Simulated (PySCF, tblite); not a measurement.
# C3H5BBrO2 radical: geometry, infrared bands and EPR parameters

Aim: predict the infrared bands and EPR parameters of C3H5BBrO2 radical (`BO[C@H]1OC[C]1Br`).

Computed with tblite 0.8.0 and PySCF 2.14.0, with density-fitted response routines of our own, on a single molecule in the gas phase. Atoms count from 0, in the outputs and in this text.

## 1. The molecule as given

12 atoms, charge 0, multiplicity 2; geometry from: force field or distance geometry start.

Bonds of the start (Å): B0–O1 1.48, O1–C2 1.39, C2–O3 1.41, O3–C4 1.41, C4–C5 1.51, C5–Br6 1.95, C5–C2 1.52, B0–H7 1.18, B0–H8 1.18, C2–H9 1.11, C4–H10 1.12, C4–H11 1.11.

## 2. Relaxing the molecule with GFN2-xTB

The job: settings as JSON, then the geometry in Å.

```
{"job": {"kind": "relax", "xc": "GFN2-xTB", "basis": "xTB"}, "charge": 0, "multiplicity": 2}
B      2.278900    -0.307800     0.643100
O      0.985000     0.324700     1.002900
C      0.152300     0.303300    -0.111000
O     -0.416900    -0.963200    -0.329700
C     -1.697700    -0.488000     0.004100
C     -1.199400     0.917100     0.231600
Br    -1.806800     2.136500    -1.160900
H      3.159300     0.363000     0.228000
H      2.431000    -1.469900     0.794000
H      0.592500     0.731500    -1.039400
H     -2.394700    -0.590600    -0.867200
H     -2.082100    -0.957200     0.931600
```

Command:

```sh
$ OMP_NUM_THREADS=1 python probes_run.py task.json out
```

One launch serves the whole session: the jobs run in the order shown.

The program printed:

```text
step      E/eV     max force
  0    -607.23149    2.900
  1    -607.48131    1.746
  2    -607.61107    1.262
  3    -607.64183    0.561
  4    -607.67834    0.461
  5    -607.69955    0.527
  6    -607.72691    0.540
  7    -607.73984    0.333
  8    -607.75286    0.358
  9    -607.76877    0.424
 10    -607.79505    0.722
 11    -607.82846    0.751
 12    -607.86198    0.424
 13    -607.88333    0.387
 14    -607.90025    0.394
 15    -607.92976    0.577
 16    -607.96720    0.634
 17    -608.00841    0.604
 18    -608.05620    0.693
 19    -608.10786    0.871
 20    -608.03415    2.521
 21    -608.23026    1.062
 22    -608.28985    0.729
 23    -608.37512    0.945
 24    -608.42018    0.653
 25    -608.45856    0.381
 26    -608.47678    0.444
 27    -608.49109    0.258
 28    -608.50150    0.454
 29    -608.51290    0.427
 30    -608.52757    0.378
 31    -608.53774    0.329
 32    -608.54773    0.326
 33    -608.55823    0.313
 34    -608.56924    0.287
 35    -608.57741    0.201
 36    -608.58166    0.196
 37    -608.58464    0.180
 38    -608.58864    0.158
 39    -608.59533    0.278
 40    -608.60432    0.336
 41    -608.61242    0.253
 42    -608.61745    0.171
 43    -608.61997    0.124
 44    -608.62195    0.130
 45    -608.62414    0.125
 46    -608.62624    0.114
 47    -608.62810    0.106
 48    -608.62980    0.095
 49    -608.63164    0.136
 50    -608.63388    0.121
 51    -608.63652    0.132
 52    -608.63902    0.130
 53    -608.64107    0.116
 54    -608.64322    0.144
 55    -608.64557    0.112
 56    -608.64742    0.067
 57    -608.64826    0.060
 58    -608.64864    0.050
 59    -608.64898    0.048
 60    -608.64931    0.040
 61    -608.64958    0.032
 62    -608.64977    0.034
 63    -608.64996    0.034
 64    -608.65017    0.036
 65    -608.65037    0.036
 66    -608.65053    0.031
 67    -608.65065    0.026
 68    -608.65076    0.029
 69    -608.65090    0.030
 70    -608.65106    0.028
 71    -608.65119    0.024
 72    -608.65127    0.020
 73    -608.65131    0.016
 74    -608.65133    0.011
 75    -608.65136    0.010
```

Run time: 1.3 s. Hardware: 1 thread of Intel Xeon at 2.50GHz, shared host.

The steps of the relaxation: (not every step is listed)

| step | energy from step 0 (eV) | largest force (eV/Å) |
| --- | --- | --- |
| 0 | 0.0000 | 2.9002 |
| 1 | -0.2498 | 1.7458 |
| 2 | -0.3796 | 1.2623 |
| 3 | -0.4103 | 0.5612 |
| 4 | -0.4469 | 0.4612 |
| 5 | -0.4681 | 0.5273 |
| 6 | -0.4954 | 0.5399 |
| 7 | -0.5083 | 0.3328 |
| 8 | -0.5214 | 0.3578 |
| 14 | -0.6688 | 0.3943 |
| 20 | -0.8027 | 2.5212 |
| 26 | -1.2453 | 0.4441 |
| 32 | -1.3162 | 0.3264 |
| 38 | -1.3572 | 0.1582 |
| 44 | -1.3905 | 0.1304 |
| 50 | -1.4024 | 0.1214 |
| 56 | -1.4159 | 0.0670 |
| 62 | -1.4183 | 0.0340 |
| 68 | -1.4193 | 0.0290 |
| 70 | -1.4196 | 0.0278 |
| 71 | -1.4197 | 0.0238 |
| 72 | -1.4198 | 0.0197 |
| 73 | -1.4198 | 0.0162 |
| 74 | -1.4198 | 0.0109 |
| 75 | -1.4199 | 0.0099 |

Close pairs (by a distance rule), those that changed most:

| bond | before (Å) | after (Å) | change (Å) |
| --- | --- | --- | --- |
| B0–O1 | 1.484 | 1.331 | -0.154 |
| C5–Br6 | 1.948 | 1.847 | -0.101 |
| O3–C4 | 1.406 | 1.430 | +0.024 |
| C4–H10 | 1.120 | 1.098 | -0.023 |
| C2–C5 | 1.524 | 1.504 | -0.020 |
| C2–O3 | 1.406 | 1.424 | +0.018 |
| C4–C5 | 1.508 | 1.490 | -0.018 |
| C4–H11 | 1.108 | 1.096 | -0.012 |

The next job starts from the end point, and lists it.

## 3. Vibrational analysis with GFN2-xTB

The job: settings as JSON, then the geometry in Å.

```
{"job": {"kind": "ir", "xc": "GFN2-xTB", "basis": "xTB"}, "charge": 0, "multiplicity": 2}
B      2.149300    -0.250228     0.748566
O      1.405278     0.555046    -0.005249
C      0.203920     0.264328    -0.620720
O     -0.338560    -1.033485    -0.398238
C     -1.577485    -0.520697     0.098757
C     -1.033755     0.862495    -0.010468
Br    -1.914970     2.416820    -0.477604
H      3.118544     0.257558     1.164525
H      1.865753    -1.367907     0.972716
H      0.339712     0.466232    -1.699875
H     -2.422244    -0.769751    -0.556653
H     -1.794294    -0.881097     1.111251
```

The program printed:

```text
mode    cm-1     km/mol
  1      30.0      0.52
  2      91.0      3.71
  3     174.1      1.26
  4     184.1      3.64
  5     268.9      2.90
  6     327.5      5.31
  7     417.0      2.23
  8     540.2      1.42
  9     554.0      8.44
 10     796.3     14.95
 11     883.6    110.86
 12     932.4     13.34
 13     947.3      8.19
 14     981.2      7.00
 15    1012.4     87.21
 16    1023.7     95.78
 17    1060.6      3.13
 18    1109.4     11.48
 19    1150.8     55.42
 20    1162.7     12.17
 21    1179.2      5.88
 22    1237.9     69.47
 23    1250.1     61.54
 24    1341.6    112.84
 25    1435.8     12.49
 26    2595.2    115.78
 27    2646.5    131.33
 28    2783.1     32.94
 29    2865.3     13.85
 30    2908.5     11.29
```

It took 0.95 s on 1 thread of Intel Xeon at 2.50GHz, shared host.

Which atoms move in the most intense modes:

| cm⁻¹ | km/mol | atoms |
| --- | --- | --- |
| 884 | 110.9 | H8 38 %, H7 34 %, B0 26 % |
| 1012 | 87.2 | C2 25 %, H9 16 %, O3 12 %, C5 12 % |
| 1024 | 95.8 | O3 40 %, C4 31 %, C2 17 % |
| 1238 | 69.5 | C4 21 %, H9 21 %, C5 14 %, H11 14 % |
| 1250 | 61.5 | H9 34 %, B0 13 %, C4 11 % |
| 1342 | 112.8 | H9 34 %, O1 32 %, B0 29 % |
| 2595 | 115.8 | H8 83 %, H7 13 % |
| 2646 | 131.3 | H7 80 %, B0 10 %, H8 10 % |

## 4. g tensor and hyperfine couplings: B3LYP/def2-TZVP-core+pcH-1

The job, as its differences from that of step 3:

```diff
@@ -1,2 +1,2 @@
-{"job": {"kind": "ir", "xc": "GFN2-xTB", "basis": "xTB"}, "charge": 0, "multiplicity": 2}
+{"job": {"kind": "epr", "basis": "pcH-1"}, "charge": 0, "multiplicity": 2}
 B      2.149300    -0.250228     0.748566
```

With the program's defaults for keys left out, this is: UKS B3LYP, def2-TZVP-core on Br, pcH-1 on B C H O, non-relativistic, mean-field spin-orbit, GIAO.

The program printed:

```text
UKS, coarse grid
  cycle   1  E = -2866.61751883  |g| = 1.67e+00
  cycle   2  E = -2866.39861620  |g| = 1.14e+00
  cycle   3  E = -2866.60573400  |g| = 7.20e-01
  cycle   4  E = -2866.76892179  |g| = 9.59e-02
  cycle   5  E = -2866.77012661  |g| = 3.19e-02
  cycle   6  E = -2866.77040813  |g| = 1.19e-02
  cycle   7  E = -2866.77046487  |g| = 3.36e-03
  cycle   8  E = -2866.77046995  |g| = 1.28e-03
  cycle   9  E = -2866.77047141  |g| = 4.90e-04
UKS, final grid
  cycle   1  E = -2866.77045808  |g| = 6.19e-04
  cycle   2  E = -2866.77045781  |g| = 1.03e-03
  cycle   3  E = -2866.77045824  |g| = 1.09e-04
  cycle   4  E = -2866.77045824  |g| = 3.47e-05
  cycle   5  E = -2866.77045824  |g| = 2.30e-05
E = -2866.77045824 Eh   <S^2> = 0.7543 (exact 0.7500)
g shifts (ppm)      1          2          3
  rmc          -180       -180       -180
  gc              1         43         32
  oz_so       -3419      19584      23225
  total       -3597      19448      23078
hyperfine (MHz)  atom isotope    a_iso     a_fc   dipolar eigenvalues
    0   11B      -0.69      -0.69     -0.79     -0.55      1.34
    1   17O     -19.17     -19.13     -6.26      2.77      3.49
    2   13C     -26.99     -27.00     -3.32     -2.93      6.25
    3   17O       1.05       0.90     -7.05      2.70      4.34
    4   13C     -22.68     -22.83     -3.55     -0.34      3.89
    5   13C     222.69     219.98    -76.12    -74.80    150.92
    6  79Br      33.08      38.71   -145.39    -87.19    232.58
    7    1H       4.22       4.22     -0.97     -0.86      1.83
    8    1H       0.57       0.57     -1.32     -1.28      2.60
    9    1H      48.99      48.98     -4.80     -2.40      7.19
   10    1H      70.77      70.74     -4.43     -2.40      6.82
   11    1H      79.28      79.25     -5.20     -4.43      9.63
```

It took 5.5 min on 1 thread of Intel Xeon at 2.50GHz, shared host; peak memory 1.2 GiB.

Principal g values 1.99872, 2.02177, 2.02540; g(iso) = 2.01530, against 2.00232 for a free electron.

Mean a(iso) over the nuclei that a row names, and the largest dipolar term of the row (other rows stand at the frozen geometry):

| nuclei | isotope | a(iso) (MHz) | a(iso) (G, at g = 2.0023) | largest dipolar term (MHz) |
| --- | --- | --- | --- | --- |
| C5 | 13C | 222.7 | 79.5 | 150.9 |
| H11 | 1H | 79.3 | 28.3 | 9.6 |
| H10 | 1H | 70.8 | 25.3 | 6.8 |
| H9 | 1H | 49.0 | 17.5 | 7.2 |
| Br6 | 79Br | 33.1 | 11.8 | 232.6 |
| C2 | 13C | -27.0 | -9.6 | 6.3 |
| C4 | 13C | -22.7 | -8.1 | 3.9 |
| O1 | 17O | -19.2 | -6.8 | -6.3 |
| H7, H8 | 1H | 2.4 | 0.9 | 2.6 |
| O3 | 17O | 1.1 | 0.4 | -7.0 |
| B0 | 11B | -0.7 | -0.2 | 1.3 |

Mulliken spin populations:

| atom | value (e) |
| --- | --- |
| B0 | 0.00 |
| O1 | 0.01 |
| C2 | -0.03 |
| O3 | 0.01 |
| C4 | -0.06 |
| C5 | 0.88 |
| Br6 | 0.09 |
| H7 | 0.00 |
| H8 | 0.00 |
| H9 | 0.03 |
| H10 | 0.04 |
| H11 | 0.03 |

In first order the couplings over 0.8 MHz of 1H, 79Br give 96 distinct lines over 108.1 G, if the averaged nuclei exchange fast.

The fields below are evaluated on a grid from the run's orbitals.

ELF in a plane through or near 5 of the atoms.

Ten even steps from '0' (0.00) to '9' (1.00):
```
0000000000000000000000000000
0000000000000000001000000000
0000000000000001356531000000
0000000000000002688864200000
0000000000000002688887410000
0000000003541000374378730000
0000462005882001365478740000
0004998216885246577677630000
0018999937666588235222100000
0018999723874355486100000000
0005898390420111786420000000
0000234688500223353775000000
0000005999901432656775100000
0000007999900211686332000000
0000006999800000474100000000
0000000355200000121000000000
0000000000000000000000000000
0000000000000000000000000000
0000000000000000000000000000
0000000000000000000000000000
```
The map spans 11.7 Å across and 9.2 Å up, centred on the molecule. Atoms in the plane (x, y in Å): B0 (-2.3, -0.1), O1 (-1.3, 0.8), C4 (1.5, -0.8), C5 (1.1, 0.6), H8 (-2.2, -1.2).

log10 of the density (e/Å³) in the same plane.

Ten even steps from ' ' (-4.0) to '@' (1.3):
```
                                ............            
                            ....::------::::..          
                          ..::----========----::..      
                      ....::::--==++****++++==--..      
            ......::--::::::--==++**####**++==--::..    
      ..::::::----==++++========**########**++==::..    
    ..::----======******++++++++**########**++==::..    
    ::--==++++++++##%%%%##****##########****++--::..    
  ..::--++**########%%%%########@@##****++====--::      
  ..::--++**####%%##%%################++====--::..      
  ..::--==****##@@##************######**++==--::        
    ..::==++****####**++++****####@@##**++==--::        
    ..::--==++**####**++++++****##%%##**++==--..        
      ..::--==++****++====++++++**##**++==--::..        
        ..::--==++++==----======++++++==----::          
          ..::::----::::..::::----------::..            
            ....::::....    ....::::::....              
                                ......                  
                                                        
                                                        
```
The map spans 11.7 Å across and 9.2 Å up, centred on the molecule. Atoms in the plane (x, y in Å): B0 (-2.3, -0.1), O1 (-1.3, 0.8), C4 (1.5, -0.8), C5 (1.1, 0.6), H8 (-2.2, -1.2).

On the surface of density 0.002 e/bohr³ the electrostatic potential runs, from the 1st to the 99th percentile, from -1.16 V near O3 to 1.15 V near H10.

The spin density lies nearest to C5 67 %; Br6 15 %.

## 5. What came out

| quantity | value |
| --- | --- |
| strongest single infrared mode (GFN2-xTB) | 2646 cm⁻¹, 131 km/mol |
| zero-point energy (GFN2-xTB) | 48.4 kcal/mol |
| g(iso) (B3LYP) | 2.01530 |
| ⟨S²⟩ | 0.754 (exact 0.75) |
| largest a(iso) (averaged by class) | 13C on C5, 222.7 MHz |
| surface potential, 1st and 99th percentile | -1.16 V and 1.15 V |

What this shows: Relaxing lowered the energy by 1.420 eV in 75 steps; the close pair that moved most is B0–O1, from 1.484 to 1.331 Å. No mode is imaginary among the 30: a minimum at this level. The strongest single mode, at 2646 cm⁻¹, moves mainly H7. Unscaled tight-binding wavenumbers are off by several per cent, some by more. Its intensities can rank the bands wrongly. C5 carries the largest spin population, 0.88 e. The isotropic g lies 13.0 ppt above the free-electron value. The hyperfine terms hold no scalar relativity, which the heavier nuclei need.
